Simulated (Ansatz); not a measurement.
**C2H8OSSi: one species, many methods**

The task here is to estimate one member of a computed series from the others.

The runs use Ansatz 0.2.0, Gaussian basis; functionals in def2-TZVPP, the program's frozen cores in correlated methods.

The runs, in order: PBE-D4, r2SCAN-D4, PBE0-D4, B3LYP-D4, ωB97X-V, ωB97M-V, B2PLYP; CCSD(T)/def2-TZVPP; MP2/def2-QZVPP; extrapolation to the limit.

## The relaxed structure

The geometry comes from an earlier relaxation with PBE0-D4 in a triple-zeta def2 set; it is a stationary point, not always the lowest conformer.

SMILES `OCSC[SiH3]`, 13 atoms, charge 0, spin multiplicity 1.

Atoms are counted from 1 here; the program's logs count them from 0.

Bond lengths: O1–C2 1.399 Å, O1–H6 0.963 Å, C2–S3 1.804 Å, C2–H7 1.091 Å, C2–H8 1.096 Å, S3–C4 1.813 Å, C4–Si5 1.880 Å, C4–H9 1.092 Å, C4–H10 1.093 Å, Si5–H11 1.486 Å, Si5–H12 1.490 Å, Si5–H13 1.485 Å. Angles: C2–O1–H6 108.0°, O1–C2–S3 114.3°, O1–C2–H7 106.5°, O1–C2–H8 112.8°, S3–C2–H7 110.0°, S3–C2–H8 104.6°, H7–C2–H8 108.7°, C2–S3–C4 99.5°, S3–C4–Si5 111.1°, S3–C4–H9 108.6°, S3–C4–H10 106.6°, Si5–C4–H9 113.1°, Si5–C4–H10 110.1°, H9–C4–H10 107.1°, C4–Si5–H11 110.0°, C4–Si5–H12 110.9°, C4–Si5–H13 109.2°, H11–Si5–H12 108.5° and more.

The first run:

Contents of in.yaml:

```yaml
crystal:
  periodic: [false, false, false]
  atoms:
    - {symbol: O, position_ang: [-1.895146, -0.390126, 1.476454]}
    - {symbol: C, position_ang: [-0.711849, -1.084362, 1.204760]}
    - {symbol: S, position_ang: [0.776606, -0.068350, 1.275771]}
    - {symbol: C, position_ang: [0.437626, 1.058094, -0.103590]}
    - {symbol: Si, position_ang: [0.935046, 0.286916, -1.744134]}
    - {symbol: H, position_ang: [-1.795702, 0.043144, 2.330315]}
    - {symbol: H, position_ang: [-0.824712, -1.510226, 0.207063]}
    - {symbol: H, position_ang: [-0.524657, -1.898170, 1.915182]}
    - {symbol: H, position_ang: [-0.615694, 1.345030, -0.067431]}
    - {symbol: H, position_ang: [1.023322, 1.961879, 0.080068]}
    - {symbol: H, position_ang: [0.257257, -1.024747, -1.915435]}
    - {symbol: H, position_ang: [0.553397, 1.167647, -2.883565]}
    - {symbol: H, position_ang: [2.405007, 0.078670, -1.760660]}
basis:
  gaussian: {orbitals: def2-TZVPP}
hamiltonian: {xc: pbe, dispersion: d4}
output: {forces: true, orbitals: {seedname: orbitals}}
```

The run is started by

```console
$ ansatz run in.yaml --threads 4 --pin off --events-out ev --progress --plain --max-ram 10444MiB
```

Among the steps run: PBE-D4 (GGA); r2SCAN-D4 (meta-GGA); PBE0-D4 (hybrid); B3LYP-D4 (hybrid); ωB97X-V (range-separated); ωB97M-V (range-separated); B2PLYP (double hybrid); CCSD(T) in def2-TZVPP; MP2 in def2-QZVPP.

One of the session's tables, all rows but one given; the rest of the session is left out.

It belongs to the step «Atomisation energies». 

```
            method  atomisation energy (kJ/mol)
            PBE-D4                       4572.9
         r2SCAN-D4                       4514.3
           PBE0-D4                       4503.8
          B3LYP-D4                            ?
           ωB97X-V                       4527.3
           ωB97M-V                       4524.8
            B2PLYP                       4443.0
     HF/def2-TZVPP                       3252.8
    MP2/def2-TZVPP                       4435.0
   CCSD/def2-TZVPP                       4324.7
CCSD(T)/def2-TZVPP                       4389.6
           MP2/CBS                       4557.9
       CCSD(T)/CBS                       4512.6
```

**Question.** Estimate the row for B3LYP-D4.

As computed: atomisation energy (kJ/mol): 4498.4. In the column «atomisation energy (kJ/mol)» it lies between B2PLYP (4443.0) and PBE0-D4 (4503.8).

Limits of these values: Free atoms (1 O, 2 C, 1 S, 1 Si, 8 H) were run apart at each level; the atomisation energy is their sum less the molecule, without zero-point or spin-orbit terms.
